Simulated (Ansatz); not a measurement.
**CH₄N₂Si: one species, many methods**

How much do the methods differ for CH₄N₂Si? The plan is to run it at one geometry with functionals of several rungs and with coupled cluster, and see how far each lands from CCSD(T) at the basis-set limit for the atomisation energy.

Computed with Ansatz 0.2.0, Gaussian basis. Level: functionals in def2-TZVPP, the program's frozen cores in correlated methods.

Plan: LDA (SPW92), PBE-D4, revPBE-D4, BLYP-D4, r2SCAN-D4, B97M-V, PBE0-D4, B3LYP-D4, r2SCANh-D4, r2SCAN0-D4, HSE06-D4, BHLYP-D4, CAM-B3LYP-D4, LC-ωPBE, ωB97X-V, ωB97M-V, B2PLYP, PBE-QIDH; CCSD(T)/def2-SVP; CCSD(T)/def2-TZVPP; MP2/def2-QZVPP; extrapolation to the limit; RPA on PBE.

### 1 The geometry

All runs share one geometry, relaxed beforehand with PBE0-D4 in a triple-zeta def2 set.

8 atoms, charge 0, spin multiplicity 1.

Atoms are counted from 1 here; the program's logs count them from 0.

Bond lengths: C1–N2 1.294 Å, C1–N4 1.388 Å, C1–H5 1.094 Å, N2–Si3 1.761 Å, Si3–N4 1.768 Å, Si3–H6 1.482 Å, Si3–H7 1.483 Å, N4–H8 1.005 Å. Angles: N2–C1–N4 113.0°, N2–C1–H5 125.5°, N4–C1–H5 121.5°, C1–N2–Si3 85.4°, N2–Si3–N4 78.7°, N2–Si3–H6 116.1°, N2–Si3–H7 118.9°, N4–Si3–H6 114.6°, N4–Si3–H7 115.4°, H6–Si3–H7 110.1°, C1–N4–Si3 82.5°, C1–N4–H8 124.1°, Si3–N4–H8 142.9°.

### 2 LDA

This LDA is Slater exchange with PW92 correlation.

File in.yaml:

```yaml
crystal:
  periodic: [false, false, false]
  atoms:
    - {symbol: C, position_ang: [0.215992, -0.676935, -0.906657]}
    - {symbol: N, position_ang: [1.278296, -0.621054, -0.169555]}
    - {symbol: Si, position_ang: [0.344369, 0.473503, 0.845683]}
    - {symbol: N, position_ang: [-0.780620, 0.194880, -0.489373]}
    - {symbol: H, position_ang: [0.085697, -1.314262, -1.786785]}
    - {symbol: H, position_ang: [-0.101800, -0.068814, 2.151238]}
    - {symbol: H, position_ang: [0.806095, 1.873319, 1.005944]}
    - {symbol: H, position_ang: [-1.755930, 0.082263, -0.706195]}
basis:
  gaussian: {orbitals: def2-TZVPP}
hamiltonian: {xc: lda}
output: {orbitals: {seedname: orbitals}}
```

Started as:

```console
$ ansatz run in.yaml --threads 2 --pin off --events-out ev --progress --plain --max-ram 4352MiB
```

Further steps of the session: PBE-D4 (GGA); revPBE-D4 (GGA); BLYP-D4 (GGA); r2SCAN-D4 (meta-GGA); B97M-V (meta-GGA); B3LYP-D4 (hybrid); r2SCANh-D4 (hybrid); r2SCAN0-D4 (hybrid); HSE06-D4 (hybrid); BHLYP-D4 (hybrid); CAM-B3LYP-D4 (range-separated); LC-ωPBE (range-separated); ωB97X-V (range-separated); ωB97M-V (range-separated); B2PLYP (double hybrid); PBE-QIDH (double hybrid); CCSD(T) in def2-SVP; CCSD(T) in def2-TZVPP; MP2 in def2-QZVPP; RPA on PBE orbitals.

**Question.** What will the summary of the whole plan be? Wanted: atomisation energy, CCSD(T)/CBS; farthest beyond LDA; mean size of error, GGA; mean size of error, meta-GGA; mean size of error, hybrid; mean size of error, range-separated; mean size of error, double hybrid; gap, smallest and largest; T1 diagnostic.

The runs gave:

```
                               quantity                                      value
        atomisation energy, CCSD(T)/CBS                              2953.1 kJ/mol
 functionals within 14.8 kJ/mol (0.5 %)                 r2SCAN-D4, B97M-V, LC-ωPBE
                    farthest beyond LDA                   BHLYP-D4 (-104.8 kJ/mol)
                mean size of error, GGA                                50.9 kJ/mol
           mean size of error, meta-GGA                                 7.8 kJ/mol
             mean size of error, hybrid                                42.2 kJ/mol
    mean size of error, range-separated                                22.0 kJ/mol
      mean size of error, double hybrid                                24.4 kJ/mol
              gap, smallest and largest  4.73 eV (LDA (SPW92)), 11.88 eV (LC-ωPBE)
                          T1 diagnostic                                     0.0149
triples share of the correlation energy                                      4.5 %
```

What this shows: The LDA atomisation energy is off by 492.2 kJ/mol (17 %): it overbinds. PBE-D4 misses by +100.6 kJ/mol. Double hybrids carry the basis error of their MP2 part in triple zeta, and no dispersion term here, so their miss is partly the set-up's. Taken by rung, meta-GGA functionals do best (7.8 kJ/mol on average) and GGA ones worst beyond LDA (50.9 kJ/mol). The reference freezes the cores and leaves out relativity and excitations past (T), so misses under about 14.8 kJ/mol can't be ranked. Hartree-Fock recovers 66 % of the binding; the rest is correlation. CCSD(T) in def2-SVP is off by -242.2 kJ/mol, more than most functionals: a good method in a small basis is no reference. The gap grows from 4.7 to 11.9 eV across the functionals, mostly with the share of exact exchange.
